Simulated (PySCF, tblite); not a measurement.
# C7H19NSi: geometry, infrared bands and NMR shifts

What infrared bands and NMR shifts should C7H19NSi (`CC(C)[C@H](C)[SiH2]N(C)C`) show?

The runs use tblite 0.8.0 and PySCF 2.14.0, with density-fitted response routines of our own; the level of theory stands in each step. All values are computed, except where a source is named. Atoms are numbered from 0 throughout.

**1. The starting structure**

28 atoms, charge 0, multiplicity 1; geometry from: force field or distance geometry start.

Bonds of the start (Å): C0–C1 1.54, C1–C2 1.52, C1–C3 1.56, C3–C4 1.53, C3–Si5 1.93, Si5–N6 1.73, N6–C7 1.48, N6–C8 1.46, C0–H9 1.08, C0–H10 1.10, C0–H11 1.10, C1–H12 1.11, C2–H13 1.10, C2–H14 1.10, C2–H15 1.10, C3–H16 1.09, C4–H17 1.09, C4–H18 1.10, C4–H19 1.09, Si5–H20 1.48, Si5–H21 1.48, C7–H22 1.10, C7–H23 1.11, C7–H24 1.09, C8–H25 1.08, C8–H26 1.10, C8–H27 1.10.

**2. Geometry optimisation with GFN2-xTB**

Job settings and geometry (Å):

```
{"job": {"kind": "relax", "xc": "GFN2-xTB", "basis": "xTB"}, "charge": 0, "multiplicity": 1}
C     -2.095600    -1.127500     0.852900
C     -1.426500     0.206800     0.491500
C     -2.452700     1.326200     0.532200
C     -0.649700     0.188400    -0.863800
C     -1.505500    -0.317700    -2.026600
Si     1.039800    -0.732000    -0.782500
N      2.052900    -0.066900     0.457600
C      3.183800    -0.850200     0.993000
C      2.452400     1.341500     0.433400
H     -1.396900    -1.956500     0.865800
H     -2.911000    -1.369000     0.149600
H     -2.553900    -1.071900     1.854900
H     -0.713300     0.426100     1.316200
H     -1.993300     2.294200     0.298400
H     -2.919200     1.417100     1.524800
H     -3.271600     1.160600    -0.178100
H     -0.370200     1.221500    -1.083500
H     -2.438700     0.243700    -2.117000
H     -0.970500    -0.190300    -2.977800
H     -1.750500    -1.376500    -1.933000
H      0.834900    -2.162000    -0.480900
H      1.765400    -0.571800    -2.062600
H      3.548900    -0.431200     1.948000
H      2.869400    -1.893100     1.209300
H      4.014900    -0.883300     0.283100
H      3.194600     1.534400    -0.332100
H      1.590200     2.001700     0.237200
H      2.850900     1.665400     1.404100
```

Started as:

```bash
> OMP_NUM_THREADS=1 python probes_run.py task.json out
```

The driver reads the jobs from task.json and runs them one after another.

**Question.** This job is followed by: GFN2-xTB harmonic vibrations, gas phase; PBE0-D3(BJ)/def2-SVP geometry optimisation, gas phase; GIAO PBE0/pcSseg-1 NMR shielding, non-relativistic, gas phase; GIAO B3LYP/pcSseg-1 NMR shielding, non-relativistic, gas phase. Predict these results of the whole session: strongest single infrared mode (GFN2-xTB); zero-point energy (GFN2-xTB); point group; rotational constants (main isotopes); 13C shifts against TMS (PBE0/pcSseg-1, means over atoms taken as alike); 1H shifts against TMS (PBE0/pcSseg-1, means over atoms taken as alike); 29Si shifts against TMS (PBE0/pcSseg-1); 15N shifts against NH3 (PBE0/pcSseg-1); range of the shift of N6.

The runs gave:

```
                                                               quantity                                               value
                              strongest single infrared mode (GFN2-xTB)                               2124 cm⁻¹, 409 km/mol
                                           zero-point energy (GFN2-xTB)                                      154.9 kcal/mol
                                                            point group                                                  C1
                                   rotational constants (main isotopes)                                1.88, 0.80, 0.73 GHz
13C shifts against TMS (PBE0/pcSseg-1, means over atoms taken as alike)               40.3, 27.2, 24.1, 23.5, 17.7, 5.5 ppm
 1H shifts against TMS (PBE0/pcSseg-1, means over atoms taken as alike)  4.51, 4.38, 2.47, 1.77, 1.02, 0.88, 0.85, 0.81 ppm
                                29Si shifts against TMS (PBE0/pcSseg-1)                                           -13.4 ppm
                                 15N shifts against NH3 (PBE0/pcSseg-1)                                            14.1 ppm
                                               range of the shift of N6                                    14.1 to 19.7 ppm
```

In words: Over 120 steps the energy fell by 0.221 eV; of the close pairs, N6–C7 changed most, 1.476 to 1.440 Å (GFN2-xTB). All 78 modes are real, so the xTB geometry is a minimum. The strongest single mode, at 2124 cm⁻¹, moves mainly H21. Unscaled tight-binding wavenumbers are off by several per cent, some by more. Its intensities can rank the bands wrongly. Relaxing lowered the energy by 0.256 eV in 7 steps; the close pair that moved most is C0–H9, from 1.054 to 1.102 Å (PBE0/def2-SVP). At PBE0/pcSseg-1: Shielding is most anisotropic at Si5 (span 135 ppm, paramagnetic term -519 ppm). Across the 2 runs the shift of N6 moves most, between 14.1 (PBE0/pcSseg-1) and 19.7 ppm (B3LYP/pcSseg-1).
